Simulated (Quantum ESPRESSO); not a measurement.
# Al3Au (I4/mmm) in Quantum ESPRESSO: reference runs

Aim: a first look at Al3Au with PBEsol, on the cell as given and on a disturbed one.

Program: Quantum ESPRESSO 7.5. These are calculated values, not measurements. Logs are shortened: lines on timing, memory, paths and dates and some standing lists are left out, and cuts for length are marked.

### Step 1. The structure

It takes space group I4/mmm (No. 139, tetragonal). The conventional cell has a = 4.051 Å, b = 4.051 Å, c = 8.113 Å, α = 90.00°, β = 90.00°, γ = 90.00°. Au (site symmetry 4/mmm) has 12 Al at 2.86 to 2.87 Å as nearest neighbours. Al (site symmetry 4/mmm) has 4 Au at 2.86 Å and 8 Al at 2.87 Å as nearest neighbours. Around Al (site symmetry -4m2) lie 8 Al at 2.86 to 2.87 Å and 4 Au at 2.87 Å.

The cell comes from a database or a generator and needn't be the stable form of this composition.

### Step 2. Single point, PBEsol

Contents of pw.in:

```
&CONTROL
  calculation = 'scf'
  prefix = 'pwscf'
  outdir = './tmp'
  pseudo_dir = './pseudo'
  tprnfor = .true.
  tstress = .true.
  disk_io = 'low'
/
&SYSTEM
  ibrav = 0
  celldm(1) = 8
  nat = 4
  ntyp = 2
  ecutwfc = 45
  ecutrho = 360
  nbnd = 16
  occupations = 'smearing'
  smearing = 'fd'
  degauss = 0.00367493
/
&ELECTRONS
  conv_thr = 8d-10
  electron_maxstep = 120
  mixing_beta = 0.5
/
ATOMIC_SPECIES
Au   196.9666 au_pbesol_v1.uspp.F.UPF
Al    26.9815 al_pbesol_v1.uspp.F.UPF
CELL_PARAMETERS alat
 -0.4784155851458   0.4784155851458   0.9582328746446
  0.4784155851458  -0.4784155851458   0.9582328746446
  0.4784155851458   0.4784155851458  -0.9582328746446
ATOMIC_POSITIONS crystal
Au     0.0000000000    0.0000000000    0.0000000000
Al     0.5000000000    0.5000000000    0.0000000000
Al     0.2500000000    0.7500000000    0.5000000000
Al     0.7500000000    0.2500000000    0.5000000000
K_POINTS automatic
9 9 9 0 0 0
```

Contents of pp_density.in:

```
&INPUTPP
  prefix = 'pwscf'
  outdir = './tmp'
  filplot = 'density.dat'
  plot_num = 0
/
&PLOT
  nfile = 1
  filepp(1) = 'density.dat'
  iflag = 3
  output_format = 6
  fileout = 'density.cube'
/
```

Contents of pp_potential.in:

```
&INPUTPP
  prefix = 'pwscf'
  outdir = './tmp'
  filplot = 'potential.dat'
  plot_num = 11
/
&PLOT
  nfile = 1
  filepp(1) = 'potential.dat'
  iflag = 3
  output_format = 6
  fileout = 'potential.cube'
/
```

Potentials or basis: GBRV 1.5 PBEsol.

On the command line:

```bash
$ OMP_NUM_THREADS=1 mpirun -n 2 pw.x -nk 2 -in pw.in > pw.out
$ OMP_NUM_THREADS=1 mpirun -n 1 pp.x -in pp_density.in > pp_density.out
$ OMP_NUM_THREADS=1 mpirun -n 1 pp.x -in pp_potential.in > pp_potential.out
```

pw.out:

```text
This program is part of the open-source Quantum ESPRESSO suite
     for quantum simulation of materials; please cite
[... 6 lines left out ...]
     using ibrav=0 with symmetry is DISCOURAGED, use correct ibrav instead

     K-points division:     npool     =       2
     Subspace diagonalization in iterative solution of the eigenvalue problem:
     a serial algorithm will be used

     G-vector sticks info
     --------------------
     sticks:   dense  smooth     PW     G-vecs:    dense   smooth      PW
     Sum        2383    1187    375                51771    18341    3195

     Using Slab Decomposition

     bravais-lattice index     =            0
     lattice parameter (alat)  =       8.0000  a.u.
     unit-cell volume          =     449.1709 (a.u.)^3
     number of atoms/cell      =            4
     number of atomic types    =            2
     number of electrons       =        20.00
     number of Kohn-Sham states=           16
     kinetic-energy cutoff     =      45.0000  Ry
     charge density cutoff     =     360.0000  Ry
     scf convergence threshold =      8.0E-10
     mixing beta               =       0.5000
     number of iterations used =            8  plain     mixing
     Exchange-correlation= SLA  PW   PSX  PSC
                           (   1   4  10   8   0   0   0)

     celldm(1)=   8.000000  celldm(2)=   0.000000  celldm(3)=   0.000000
     celldm(4)=   0.000000  celldm(5)=   0.000000  celldm(6)=   0.000000

     crystal axes: (cart. coord. in units of alat)
               a(1) = (  -0.478416   0.478416   0.958233 )
               a(2) = (   0.478416  -0.478416   0.958233 )
               a(3) = (   0.478416   0.478416  -0.958233 )

     reciprocal axes: (cart. coord. in units 2 pi/alat)
               b(1) = (  0.000000  1.045116  0.521794 )
               b(2) = (  1.045116  0.000000  0.521794 )
               b(3) = (  1.045116  1.045116  0.000000 )

     PseudoPot. # 1 for Au read from file:
     au_pbesol_v1.uspp.F.UPF
     Pseudo is Ultrasoft + core correction, Zval = 11.0
     Generated by new atomic code, or converted to UPF format
     Using radial grid of  985 points,  7 beta functions with:
                l(1) =   0
                l(2) =   0
                l(3) =   1
                l(4) =   1
                l(5) =   2
                l(6) =   2
                l(7) =   3
     Q(r) pseudized with  6 coefficients,  rinner =    1.900   1.900   1.900
                                                       1.900   1.900   1.900
                                                       1.900

     PseudoPot. # 2 for Al read from file:
     al_pbesol_v1.uspp.F.UPF
     Pseudo is Ultrasoft + core correction, Zval =  3.0
     Generated by new atomic code, or converted to UPF format
     Using radial grid of  893 points,  3 beta functions with:
                l(1) =   0
                l(2) =   1
                l(3) =   2
     Q(r) pseudized with  8 coefficients,  rinner =    0.900   0.900   0.900
                                                       0.900   0.900

     atomic species   valence    mass     pseudopotential
     Au               11.00   196.96660     Au( 1.00)
     Al                3.00    26.98150     Al( 1.00)

     16 Sym. Ops., with inversion, found

   Cartesian axes

     site n.     atom                  positions (alat units)
         1        Au     tau(   1) = (   0.0000000   0.0000000   0.0000000  )
         2        Al     tau(   2) = (   0.0000000   0.0000000   0.9582329  )
         3        Al     tau(   3) = (   0.4784156   0.0000000   0.4791164  )
         4        Al     tau(   4) = (   0.0000000   0.4784156   0.4791164  )

     number of k points=    75  Fermi-Dirac smearing, width (Ry)=  0.0037
                       cart. coord. in units 2pi/alat
        k(    1) = (   0.0000000   0.0000000   0.0000000), wk =   0.0027435
        k(    2) = (   0.1161241   0.1161241   0.0000000), wk =   0.0109739
        k(    3) = (   0.2322481   0.2322481   0.0000000), wk =   0.0109739
        k(    4) = (   0.3483722   0.3483722   0.0000000), wk =   0.0109739
        k(    5) = (   0.4644962   0.4644962   0.0000000), wk =   0.0109739
        k(    6) = (   0.1161241   0.0000000   0.0579771), wk =   0.0219479
[... 67 lines left out ...]
        k(   74) = (  -0.0000000  -0.0000000   0.4638167), wk =   0.0054870
        k(   75) = (   0.0000000   0.9289924  -0.0000000), wk =   0.0109739

     Dense  grid:    51771 G-vectors     FFT dimensions: (  60,  60,  60)

     Smooth grid:    18341 G-vectors     FFT dimensions: (  45,  45,  45)

     Initial potential from superposition of free atoms

     starting charge      19.9928, renormalised to      20.0000
     Starting wfcs are   21 randomized atomic wfcs

     Self-consistent Calculation

     iteration #  1     ecut=    45.00 Ry     beta= 0.50
     Davidson diagonalization with overlap
     ethr =  1.00E-02,  avg # of iterations =  3.7

     total energy              =    -134.54896032 Ry
     estimated scf accuracy    <       0.50342407 Ry

     iteration #  2     ecut=    45.00 Ry     beta= 0.50
     Davidson diagonalization with overlap
     ethr =  2.52E-03,  avg # of iterations =  2.1
[... 57 lines left out ...]
     total energy              =    -134.78119628 Ry
     estimated scf accuracy    <       0.00000002 Ry

     iteration # 11     ecut=    45.00 Ry     beta= 0.50
     Davidson diagonalization with overlap
     ethr =  6.66E-11,  avg # of iterations =  2.0

     End of self-consistent calculation

          k = 0.0000 0.0000 0.0000 (  2245 PWs)   bands (ev):

    -1.0583   4.1228   4.1861   4.3890   4.3890   4.8973   7.5600  10.2264
    10.2264  10.5513  10.8836  11.0101  11.0101  11.0683  12.3593  13.6130

          k = 0.1161 0.1161 0.0000 (  2271 PWs)   bands (ev):

    -0.8204   4.1782   4.2388   4.2729   4.3144   4.7632   7.9327   9.2043
     9.2446   9.6147   9.7943  10.6892  12.6239  13.1345  13.8870  13.9804
[... 198 lines left out ...]
     1.0901   2.9460   3.4445   4.3883   4.7141   4.7331   5.2242   6.0633
     8.3971  10.3153  11.7009  12.5472  14.0257  14.7261  15.2583  16.0023

          k =-0.8129-0.2322-0.1739 (  2290 PWs)   bands (ev):

     0.8822   3.1613   3.8442   4.2174   4.5700   4.7588   5.3741   6.6903
     6.7364  11.2009  12.1659  12.3389  13.9393  13.9443  14.7272  16.4540

          k =-0.0000 0.4645-0.1160 (  2286 PWs)   bands (ev):

     0.8876   2.7341   3.7508   4.4193   4.7078   4.7835   5.4333   6.4290
     9.0222  10.9381  11.7034  11.7748  12.3067  13.6400  13.6657  14.8513

          k = 0.1161 0.5806-0.1160 (  2290 PWs)   bands (ev):

     1.8665   2.1651   3.4147   4.3829   4.7100   4.7622   5.3348   5.9010
     9.0108   9.9271  11.0967  12.6633  13.4525  13.6491  15.0895  15.6824

          k =-0.8129-0.3484-0.1160 (  2298 PWs)   bands (ev):
[... 16 lines left out ...]
     2.1295   2.5721   3.3644   4.4291   4.6215   4.7520   5.3762   5.7691
     7.6158   9.9265  10.8962  11.5694  13.1602  14.6215  15.0007  16.8053

          k =-0.6967-0.3484-0.0580 (  2301 PWs)   bands (ev):

     2.4239   2.8473   3.7773   3.7924   4.5725   4.6683   5.5281   5.7224
     6.4245   9.8386  10.9220  12.8572  12.9553  14.5181  15.0062  16.1843

          k =-0.0000 0.2322-0.0000 (  2282 PWs)   bands (ev):

    -0.5843   3.8965   4.1444   4.4021   4.4816   4.6899   7.7040   7.9147
     8.3875  10.7730  11.0355  11.2059  11.5636  12.9301  13.7303  14.7203

          k = 0.1161 0.3484-0.0000 (  2289 PWs)   bands (ev):

     0.1107   3.4836   4.0959   4.4465   4.4845   4.6688   6.5316   6.9393
     9.1071  10.4005  10.5979  10.9144  11.2907  13.6462  14.0705  15.6926

          k = 0.2322 0.4645-0.0000 (  2290 PWs)   bands (ev):
[... 36 lines left out ...]
     1.3229   2.7934   3.0194   4.5073   4.7138   4.7995   5.0813   5.7434
     9.2535  10.7651  11.1656  13.1475  14.1331  14.9249  15.6062  15.9669

          k =-0.9290-0.2322-0.1160 (  2298 PWs)   bands (ev):

     0.9119   2.6321   3.7200   4.4680   4.7015   4.7895   5.0499   6.2479
     7.6584  11.7310  12.3027  13.2425  13.6176  14.5542  15.3379  15.9765

          k =-0.0000 0.5806-0.0580 (  2288 PWs)   bands (ev):

     1.7559   2.3165   3.1138   4.4322   4.7554   4.7937   5.3320   5.5788
    10.0656  10.5131  11.2877  12.4559  12.6095  14.3029  14.4359  15.1455

          k = 0.1161 0.6967-0.0580 (  2287 PWs)   bands (ev):

     1.7917   2.6106   2.9063   4.4239   4.6921   4.7353   5.1964   5.6486
     8.1713  11.4834  12.1422  12.6225  13.8501  14.1240  15.5563  15.7220

          k =-0.8129-0.2322-0.0580 (  2302 PWs)   bands (ev):
[... 31 lines left out ...]
     1.2062   2.1030   3.6173   4.6821   4.6828   4.8267   4.9252   6.0091
     8.4114  10.6455  12.9395  13.4552  14.2888  14.7085  16.0609  16.2183

          k =-0.9290-0.1161-0.0580 (  2292 PWs)   bands (ev):

     0.9933   1.9260   3.8727   4.6569   4.7761   4.8478   4.9373   7.0142
     7.2079  11.2198  11.9762  14.0093  14.3664  15.4284  15.6805  16.1602

          k =-0.0000 0.6967-0.0000 (  2304 PWs)   bands (ev):

     2.0164   2.2169   2.7875   4.5283   4.6690   4.8025   5.1359   5.5282
     9.1223  10.8757  12.0680  13.2255  13.3441  15.2216  15.5976  15.6112

          k = 0.1161 0.8129-0.0000 (  2298 PWs)   bands (ev):

     1.7356   1.7488   3.6660   4.3995   4.7625   4.7758   5.0288   6.0973
     7.5205  11.7505  12.9665  13.5161  14.0993  14.4094  15.2370  15.8463

          k =-0.0000-0.0000 0.4638 (  2320 PWs)   bands (ev):

     0.7720   1.7462   3.8905   4.8204   4.8204   4.8845   4.9474   7.7004
     7.7004   9.8296  11.1509  15.2066  15.3909  15.3909  16.2776  16.9873

          k = 0.0000 0.9290-0.0000 (  2306 PWs)   bands (ev):

     1.2573   1.4335   3.8617   4.7889   4.8368   4.8621   4.8681   6.8888
     7.8464  10.3313  11.7372  14.6754  15.3043  15.5731  15.9330  16.0450

     the Fermi energy is    10.1877 ev

!    total energy              =    -134.78119628 Ry
     estimated scf accuracy    <          1.3E-10 Ry
     smearing contrib. (-TS)   =      -0.00084261 Ry
     internal energy E=F+TS    =    -134.78035367 Ry

     The total energy is F=E-TS. E is the sum of the following terms:
     one-electron contribution =      -4.40612782 Ry
     hartree contribution      =      18.55461095 Ry
     xc contribution           =     -74.68189545 Ry
     ewald contribution        =     -74.24694135 Ry

     convergence has been achieved in  11 iterations

     Forces acting on atoms (cartesian axes, Ry/au):

     atom    1 type  1   force =     0.00000000    0.00000000    0.00000000
     atom    2 type  2   force =     0.00000000    0.00000000    0.00000000
     atom    3 type  2   force =     0.00000000    0.00000000    0.00000000
     atom    4 type  2   force =    -0.00000000   -0.00000000    0.00000000

     Total force =     0.000000     Total SCF correction =     0.000000

     Computing stress (Cartesian axis) and pressure

          total   stress  (Ry/bohr**3)                   (kbar)     P=      -27.70
  -0.00017773  -0.00000000   0.00000000          -26.15       -0.00        0.00
  -0.00000000  -0.00017773   0.00000000           -0.00      -26.15        0.00
  -0.00000000   0.00000000  -0.00020940           -0.00        0.00      -30.80

=------------------------------------------------------------------------------=
   JOB DONE.
=------------------------------------------------------------------------------=
```

Wall time 65 s (2 MPI ranks of Arm Neoverse V1, shared host); peak memory 0.5 GiB.

What came out:

- Free energy: -1833.7916 eV
- Pressure: -2.8 GPa
- Band gap on the k mesh: none (metal or under the smearing width)

### Step 3. Single point, PBEsol (atoms moved at random, drawn with an rms of 0.05 Å)

Contents of pw.in:

```
&CONTROL
  calculation = 'scf'
  prefix = 'pwscf'
  outdir = './tmp'
  pseudo_dir = './pseudo'
  tprnfor = .true.
  tstress = .true.
  disk_io = 'nowf'
/
&SYSTEM
  ibrav = 0
  nat = 4
  ntyp = 2
  ecutwfc = 45
  ecutrho = 360
  nbnd = 16
  occupations = 'smearing'
  smearing = 'fd'
  degauss = 0.00367493
/
&ELECTRONS
  conv_thr = 8d-10
  electron_maxstep = 120
  mixing_beta = 0.5
/
ATOMIC_SPECIES
Au   196.9666 au_pbesol_v1.uspp.F.UPF
Al    26.9815 al_pbesol_v1.uspp.F.UPF
CELL_PARAMETERS angstrom
  -2.0253330000    2.0253330000    4.0566000000
   2.0253330000   -2.0253330000    4.0566000000
   2.0253330000    2.0253330000   -4.0566000000
ATOMIC_POSITIONS crystal
Au     0.0070780000   -0.0048260000    0.0021410000
Al     0.5089980000    0.5075990000   -0.0002510000
Al     0.2526120000    0.7598880000    0.4943870000
Al     0.7382920000    0.2419320000    0.4866300000
K_POINTS automatic
9 9 9 0 0 0
```

Potentials or basis: GBRV 1.5 PBEsol.

On the command line:

```bash
$ OMP_NUM_THREADS=1 mpirun -n 2 pw.x -nk 2 -in pw.in > pw.out
```

Wall time 4.2 min (2 MPI ranks of Arm Neoverse V1, shared host); peak memory 0.66 GiB.

Results (log left out):

```yaml
Free_energy: -1833.7748 eV
Pressure: -2.6 GPa
Largest_force: 0.275 eV/Å
Band_gap_on_the_k_mesh: none (metal or under the smearing width)
```

Forces in eV/Å, atoms in the order of the input:
```
Au   0.020 -0.056  0.055
Al  -0.046 -0.008 -0.230
Al  -0.061  0.015 -0.082
Al   0.087  0.049  0.257
```

Stress tensor (GPa, compression positive):
```
-2.12  0.00  0.04
 0.00 -2.75  0.01
 0.04  0.01 -2.79
```

Levels at points of the mesh, in eV from the Fermi level:
```
           k point  band 8  band 9  band 10  band 11  band 12  band 13
(0.00, 0.00, 0.00)   -0.01    0.07     0.35     0.65     0.77     0.82
```

Spin-orbit coupling is left out, which matters for the levels of Au.
